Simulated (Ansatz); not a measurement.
**Iron, dhcp under BLYP: structure, energy and stiffness**

What does BLYP give for iron in the dhcp structure? We relax it, solve it on a dense k-mesh, then scale the cell to 7 volumes from 88 to 112 % of the relaxed one and try a fit of the equation of state. Spin polarisation is left out, though the real metal is magnetic, so this state lies above the ground state. The k-meshes are 14×14×4 for the relaxation; 19×19×6 for the dense run; 16×16×5 for the volumes.

Computed with Ansatz 0.2.0 (DFT BLYP, plane waves (420 eV) with PAW, scalar-relativistic; PAW files made under PBE, frozen cores solved again for the functional, unless a step says otherwise).

## 1. The starting structure

Symmetry: P6_3/mmc, No. 194, hexagonal system. Conventional cell: a = 2.554 Å, b = 2.554 Å, c = 8.341 Å, α = 90.00°, β = 90.00°, γ = 120.00°. Around Fe (site symmetry -3m) lie 12 Fe at 2.55 Å. Around Fe (site symmetry -6m2) lie 12 Fe at 2.55 Å.

Coordinates:

```xyz
4
Lattice="2.5538 0.0000 0.0000 -1.2769 2.2116 0.0000 0.0000 0.0000 8.3406" Properties=species:S:1:pos:R:3 pbc="T T T"
Fe    0.0000    0.0000    0.0000
Fe    0.0000    0.0000    4.1703
Fe    0.0000    1.4744    2.0851
Fe    1.2769    0.7372    6.2554
```

## 2. Geometry optimisation

input.yaml

```yaml
crystal:
  lattice:
    - [2.5537576109, 0.0, 0.0]
    - [-1.2768788055, 2.2116189662, 0.0]
    - [0.0, 0.0, 8.3405723573]
  atoms:
    - { symbol: Fe, position: [0.0, 0.0, 0.0] }
    - { symbol: Fe, position: [0.0, 0.0, 0.5] }
    - { symbol: Fe, position: [0.3333333333, 0.6666666667, 0.25] }
    - { symbol: Fe, position: [0.6666666667, 0.3333333333, 0.75] }
hamiltonian:
  xc: blyp
  pseudopotentials:
    kind: paw
    azcp:
      Fe: "pseudopotentials/Fe.paw.azcp"
basis:
  ecutwfc: 420
  fft_grid_basis: typed
kpoints:
  mp_grid: { grid: [14, 14, 4], shift: [0, 0, 0] }
magnetization:
  spin_polarized: false
scf:
  occupations: { method: fermi_dirac, width: 0.1 }
relax:
  max_steps: 60
  f_tol: 0.01
  cell: {}
output:
  write_density: true
  write_potential: true
  elf: true
  volumetric_format: npy
```

Command:

```sh
ansatz run input.yaml --threads 2 --pin off --max-ram 5120MiB --backend cpu --events-out ev --progress --plain --runs-dir out
```

The runs that follow: The energy on a finer k-mesh; Volume × 0.88; Volume × 0.92; Volume × 0.96; Volume × 1.0; Volume × 1.04; Volume × 1.08; Volume × 1.12.

Before running it: what results should come out? Wanted: space group; conventional cell; volume; shortest distance; gap on the mesh; relative to bcc, ferromagnetic; V₀, B₀, B₀′.

**Answer**, as computed:

| quantity | value |
| --- | --- |
| space group (spins left aside) | P6_3/mmc (No. 194) |
| conventional cell | a = 2.485 Å, c = 7.988 Å (c/a = 3.215) |
| volume | 10.676 Å³/atom |
| shortest distance | 2.459 Å |
| gap on the mesh | none (levels filled in part) |
| relative to bcc, ferromagnetic | +169 meV/atom |
| V₀, B₀, B₀′ | 10.650 Å³/atom, 255 GPa, 4.6 |

What this shows: From the guessed start the volume shrank by 9.3 % in 8 steps. Against the reference form of iron (bcc, ferromagnetic, computed apart with the same settings) it stands 169 meV/atom higher; part of this is magnetic energy, as this run has no moments. No gap shows: it is a metal or semimetal at this level. B₀ comes out at 255 GPa; letting shape and positions relax at each volume could only lower it. The symmetry was held, so the structure may be unstable against distortions that break it.
